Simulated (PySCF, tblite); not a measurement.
# C3H6ClFSi2: geometry, infrared bands and NMR shifts

What infrared bands and NMR shifts should C3H6ClFSi2 (`C#C[SiH2]C[Si@@H](F)Cl`) show?

Programs: tblite 0.8.0 and PySCF 2.14.0, with density-fitted response routines of our own. Each step states its level of theory. These are calculated values for one molecule in the gas phase, unless marked as measured. Atoms count from 0, in the outputs and in this text.

### 1 The molecule as given

13 atoms, charge 0, multiplicity 1; geometry from: force field or distance geometry start.

Bonds of the start (Å): C0–C1 1.21, C1–Si2 1.83, Si2–C3 1.88, C3–Si4 1.87, Si4–F5 1.70, Si4–Cl6 2.07, C0–H7 1.06, Si2–H8 1.49, Si2–H9 1.46, C3–H10 1.10, C3–H11 1.11, Si4–H12 1.48.

### 2 Geometry optimisation with GFN2-xTB

What the job is given:

```
{"job": {"kind": "relax", "xc": "GFN2-xTB", "basis": "xTB"}, "charge": 0, "multiplicity": 1}
C      2.519000     1.520800     0.171600
C      1.870800     0.509000     0.005400
Si     0.898800    -1.032100    -0.210500
C     -0.815700    -0.654000     0.455000
Si    -1.677600     0.332900    -0.878300
F     -1.617100    -0.499800    -2.359200
Cl    -3.609000     0.834700    -0.327800
H      3.060400     2.427500     0.306000
H      0.744900    -1.341700    -1.660200
H      1.548600    -2.121600     0.504100
H     -1.370800    -1.552800     0.751300
H     -0.649700    -0.012600     1.347900
H     -0.907100     1.590100    -0.984200
```

On the command line:

```console
$ OMP_NUM_THREADS=1 python probes_run.py task.json out
```

This one command runs all jobs of the session in turn.

**Question.** This job is followed by: GFN2-xTB harmonic vibrations, gas phase; GIAO PBE0/pcSseg-1 NMR shielding, non-relativistic, gas phase. Predict these results of the whole session: strongest single infrared mode (GFN2-xTB); zero-point energy (GFN2-xTB); 13C shifts against TMS (PBE0/pcSseg-1); 1H shifts against TMS (PBE0/pcSseg-1); 29Si shifts against TMS (PBE0/pcSseg-1); 19F shifts against CFCl3 (PBE0/pcSseg-1); 35Cl shifts against HCl (PBE0/pcSseg-1); surface potential, 1st and 99th percentile.

As calculated:

| quantity | value |
| --- | --- |
| strongest single infrared mode (GFN2-xTB) | 760 cm⁻¹, 412 km/mol |
| zero-point energy (GFN2-xTB) | 46.7 kcal/mol |
| 13C shifts against TMS (PBE0/pcSseg-1) | 106.2, 86.0, 4.9 ppm |
| 1H shifts against TMS (PBE0/pcSseg-1) | 5.65, 4.69, 4.62, 1.99, 0.40, 0.27 ppm |
| 29Si shifts against TMS (PBE0/pcSseg-1) | 16.2, -70.6 ppm |
| 19F shifts against CFCl3 (PBE0/pcSseg-1) | -160.8 ppm |
| 35Cl shifts against HCl (PBE0/pcSseg-1) | 66 ppm |
| surface potential, 1st and 99th percentile | -1.02 V and 1.68 V |

**Reading.** The optimisation took 66 steps and gained 0.382 eV; among the close pairs (by a distance rule), Si4–F5 changed most, from 1.700 to 1.615 Å. All 33 modes are real, so the xTB geometry is a minimum. The strongest single mode, at 760 cm⁻¹, is spread over several atoms, Si2, H9, H8, C3 among them. GFN2-xTB is a fitted tight-binding method: band positions and strengths are rough. Its intensities can rank the bands wrongly. At PBE0/pcSseg-1: The widest tensor belongs to C1: span 287 ppm, with a paramagnetic part of -159 ppm.
